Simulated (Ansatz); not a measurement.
What does this script print? It uses Ansatz 0.2.0 through its Python package.

Script `scclo_drho.py`:
```python
# -*- coding: utf-8 -*-
"""Density of ScClO less that of its sublattices."""

import warnings

import ansatz
import numpy as np

vectors0 = np.array([
    [3.57137, 0.0, 0.0],
    [0.0, 3.57137, 0.0],
    [0.0, 0.0, 7.95613],
])
sites = [
    ("Sc", (0.0, 0.5, 0.134563)),
    ("Sc", (0.5, 0.0, 0.865437)),
    ("Cl", (0.0, 0.5, 0.676641)),
    ("Cl", (0.5, 0.0, 0.323359)),
    ("O", (0.5, 0.5, 0.0)),
    ("O", (0.0, 0.0, 0.0)),
]


def on_lattice(cell):
    crystal = ansatz.Crystal(lattice=ansatz.Lattice.of(cell))
    for symbol, position in sites:
        crystal = crystal.atom(symbol, position)
    return crystal

warnings.simplefilter("ignore", ansatz.DeckWarning)

# one cutoff and one grid for all runs, so that the fields can be subtracted
def solve(crystal):
    return (
        crystal.calculation()
        .functional(ansatz.Functional.PBESOL)
        .occupations("fermi_dirac", width=0.15)
        .scf(tolerance=1e-08)
        .basis(460, grid_basis="typed")
        .kpoints(5, 5, 2)
        .density()
        .run(threads=1)
    )


whole = solve(on_lattice(vectors0))
difference = whole.density().channels[0].density_e_per_ang3.copy()
binding = whole.report["free_energy_ev"]
for element in ["Sc", "Cl", "O"]:
    part = ansatz.Crystal(lattice=ansatz.Lattice.of(vectors0))
    for symbol, position in sites:
        if symbol == element:
            part = part.atom(symbol, position)
    alone = solve(part)
    difference -= alone.density().channels[0].density_e_per_ang3
    binding -= alone.report["free_energy_ev"]
    print(f"{element} sublattice: {alone.report['n_electrons']:g} electrons, {alone.report['n_iterations']} iterations")

voxel = abs(np.linalg.det(vectors0)) / difference.size
print(f"energy of the crystal less its unpolarised sublattices: {binding / len(sites):.4f} eV/atom")
print(f"net charge of the difference {difference.sum() * voxel:.5f} e, charge moved {0.5 * np.abs(difference).sum() * voxel:.3f} e")
print(f"extremes {difference.min():.4f} and {difference.max():.4f} e/A^3")
for (symbol, position) in sites:
    index = tuple(int(round(p * n)) % n for p, n in zip(position, difference.shape))
    print(f"  change of the pseudo-density at the grid point nearest {symbol}: {difference[index]:+.4f} e/A^3")
```

```console
$ python scclo_drho.py
Sc sublattice: 22 electrons, 8 iterations
Cl sublattice: 14 electrons, 8 iterations
O sublattice: 12 electrons, 7 iterations
energy of the crystal less its unpolarised sublattices: -4.7919 eV/atom
net charge of the difference -0.00000 e, charge moved 1.313 e
extremes -0.3967 and 0.4214 e/A^3
  change of the pseudo-density at the grid point nearest Sc: -0.1196 e/A^3
  change of the pseudo-density at the grid point nearest Sc: -0.1196 e/A^3
  change of the pseudo-density at the grid point nearest Cl: -0.0375 e/A^3
  change of the pseudo-density at the grid point nearest Cl: -0.0375 e/A^3
  change of the pseudo-density at the grid point nearest O: +0.1054 e/A^3
  change of the pseudo-density at the grid point nearest O: +0.0059 e/A^3
```

Notes:
- No spin polarisation was allowed.
- Grid values close to the nuclei reflect the PAW or pseudopotential construction, not the all-electron fields.
- This cell is a computed structure, which may not be the phase found in nature.
- Charge moved counts every rearrangement, bonding and polarisation too, and is no transfer between atoms; the bare sublattices are artificial references. Values near the nuclei depend on the potentials.
- The whole script took 6.5 s on 1 thread of Arm Neoverse V1, on a shared host, peak memory 0.42 GiB.

(A comment or docstring line of the script was reworded after the run, the code is as it ran; lines on the test bed's own set-up are left out of the output.)
